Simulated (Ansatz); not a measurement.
# C2H7AlFN: one species, many methods

An exercise on one series of results from a longer session: the logs are not shown, and one member is left open.

The runs use Ansatz 0.2.0, Gaussian basis; functionals in def2-TZVPP, the program's frozen cores in correlated methods.

Levels to be run: LDA (SPW92), PBE-D4, revPBE-D4, BLYP-D4, r2SCAN-D4, B97M-V, PBE0-D4, B3LYP-D4, r2SCANh-D4, r2SCAN0-D4, HSE06-D4, BHLYP-D4, CAM-B3LYP-D4, LC-ωPBE, ωB97X-V, ωB97M-V, B2PLYP, PBE-QIDH; CCSD(T)/def2-SVP; CCSD(T)/def2-TZVPP; MP2/def2-QZVPP; extrapolation to the limit; RPA on PBE.

## The relaxed structure

The geometry comes from an earlier relaxation with PBE0-D4 in a triple-zeta def2 set; it is a stationary point, not always the lowest conformer.

SMILES `C[N](C)[AlH][F]`, 12 atoms, charge 0, spin multiplicity 1.

Atoms are counted from 1 here; the program's logs count them from 0.

Bond lengths: C1–N2 1.444 Å, C1–H6 1.099 Å, C1–H7 1.099 Å, C1–H8 1.092 Å, N2–C3 1.443 Å, N2–Al4 1.762 Å, C3–H9 1.099 Å, C3–H10 1.094 Å, C3–H11 1.099 Å, Al4–F5 1.652 Å, Al4–H12 1.571 Å. Angles: N2–C1–H6 111.5°, N2–C1–H7 111.4°, N2–C1–H8 110.7°, H6–C1–H7 107.2°, H6–C1–H8 107.9°, H7–C1–H8 107.9°, C1–N2–C3 112.9°, C1–N2–Al4 124.3°, C3–N2–Al4 122.8°, N2–C3–H9 111.6°, N2–C3–H10 110.9°, N2–C3–H11 111.6°, H9–C3–H10 107.7°, H9–C3–H11 107.3°, H10–C3–H11 107.6°, N2–Al4–F5 117.5°, N2–Al4–H12 122.2°, F5–Al4–H12 120.2°.

The first run:

The input, in.yaml:

```yaml
crystal:
  periodic: [false, false, false]
  atoms:
    - {symbol: C, position_ang: [-1.073282, -0.857193, 0.284096]}
    - {symbol: N, position_ang: [0.001300, 0.053024, -0.034235]}
    - {symbol: C, position_ang: [1.270177, -0.365488, 0.510482]}
    - {symbol: Al, position_ang: [-0.191625, 1.524027, -0.983886]}
    - {symbol: F, position_ang: [-1.705805, 1.880836, -1.540695]}
    - {symbol: H, position_ang: [-1.210869, -0.952646, 1.370394]}
    - {symbol: H, position_ang: [-0.876143, -1.864548, -0.108893]}
    - {symbol: H, position_ang: [-2.015011, -0.508026, -0.144309]}
    - {symbol: H, position_ang: [1.235378, -0.438452, 1.606647]}
    - {symbol: H, position_ang: [2.059519, 0.345377, 0.250354]}
    - {symbol: H, position_ang: [1.569549, -1.350994, 0.126787]}
    - {symbol: H, position_ang: [1.013812, 2.479085, -1.302743]}
basis:
  gaussian: {orbitals: def2-TZVPP}
hamiltonian: {xc: lda}
output: {orbitals: {seedname: orbitals}}
```

Steps of the session up to this table: LDA; PBE-D4 (GGA); revPBE-D4 (GGA); BLYP-D4 (GGA); r2SCAN-D4 (meta-GGA); B97M-V (meta-GGA); PBE0-D4 (hybrid); B3LYP-D4 (hybrid); r2SCANh-D4 (hybrid); r2SCAN0-D4 (hybrid); HSE06-D4 (hybrid); BHLYP-D4 (hybrid); CAM-B3LYP-D4 (range-separated); LC-ωPBE-D4 (range-separated; the results give it without D4); ωB97X-V (range-separated); ωB97M-V (range-separated); B2PLYP (double hybrid); PBE-QIDH (double hybrid).

One table of the session follows, with a row left open; its other results are not shown here.

It belongs to the step «Frontier levels by functional». 

```
  functional  HOMO (eV)  gap (eV)
 LDA (SPW92)          ?         ?
      PBE-D4      -5.36      4.32
   revPBE-D4      -5.31      4.36
     BLYP-D4      -5.26      4.30
   r2SCAN-D4      -5.58      4.89
      B97M-V      -5.71      4.77
     PBE0-D4      -6.61      6.32
    B3LYP-D4      -6.41      5.89
  r2SCANh-D4      -6.05      5.62
  r2SCAN0-D4      -6.77      6.70
    HSE06-D4      -6.21      5.56
    BHLYP-D4      -7.82      8.22
CAM-B3LYP-D4      -7.98      8.57
     LC-ωPBE      -9.31     11.01
     ωB97X-V      -8.98     10.54
     ωB97M-V      -8.90     10.14
```

Estimate the missing values for LDA (SPW92).

**Answer.** HOMO (eV): -5.49; gap (eV): 4.24. In the column «HOMO (eV)» it lies between r2SCAN-D4 (-5.58) and PBE-D4 (-5.36).
